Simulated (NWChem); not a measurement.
**UB3LYP/6-31G(d) (spherical functions) run of doublet CH6Ge+**

Aim: the energy of doublet CH6Ge+. 

The results are computed with NWChem 7.3.0.

## (1) The structure to begin with

The species is CH6Ge+ (8 atoms), meant as a doublet with charge +1. As SMILES of the parent species, `[CH3][GeH3]`. The shape is that of a PBE0-D4/def2-TZVP optimisation. That shape belongs to the parent species and isn't relaxed for this state.

Bond lengths: C1–Ge2 1.953 Å, C1–H3 1.090 Å, C1–H4 1.090 Å, C1–H5 1.091 Å, Ge2–H6 1.539 Å, Ge2–H7 1.539 Å, Ge2–H8 1.539 Å. Some angles: C1–Ge2–H6 110.4°, C1–Ge2–H7 110.4°, C1–Ge2–H8 110.4°, Ge2–C1–H3 110.3°, Ge2–C1–H4 110.3°, Ge2–C1–H5 110.3°, H6–Ge2–H7 108.5°, H6–Ge2–H8 108.5°, H7–Ge2–H8 108.5°, H3–C1–H4 108.6°.

## (2) The energy at UB3LYP/6-31G(d) (spherical functions)

Contents of struct.nw:

```
start struct
memory 2200 mb
charge 1

geometry units angstrom noautosym nocenter noautoz
C       -0.310900       0.190300      -0.971400
Ge       0.296900      -0.181900       0.846700
H       -1.380100       0.404200      -0.976500
H        0.218800       1.052200      -1.378400
H       -0.124600      -0.669400      -1.616000
H        0.030700       1.028200       1.760100
H        1.807100      -0.479600       0.857700
H       -0.445700      -1.401200       1.422100
end

basis "ao basis" spherical bse
* library 6-31G*
end

dft
xc b3lyp
mult 2
grid xfine
convergence energy 1e-08
maxiter 100
mulliken
end

task dft energy
```

Command:

```bash
$ nwchem struct.nw > struct.out
```

Q: Predict the results. Wanted: total energy; HOMO energy; LUMO energy; ⟨S²⟩.

Answer, from the run:

Level: UB3LYP/6-31G* (spherical functions).

```
                          quantity           value
                      total energy  -2118.06044 Eh
HOMO energy (highest over α and β)       -15.24 eV
 LUMO energy (lowest over α and β)       -13.75 eV
                              ⟨S²⟩           0.753
```

Mulliken charges run from -0.50 on C1 to +0.31 on H3.
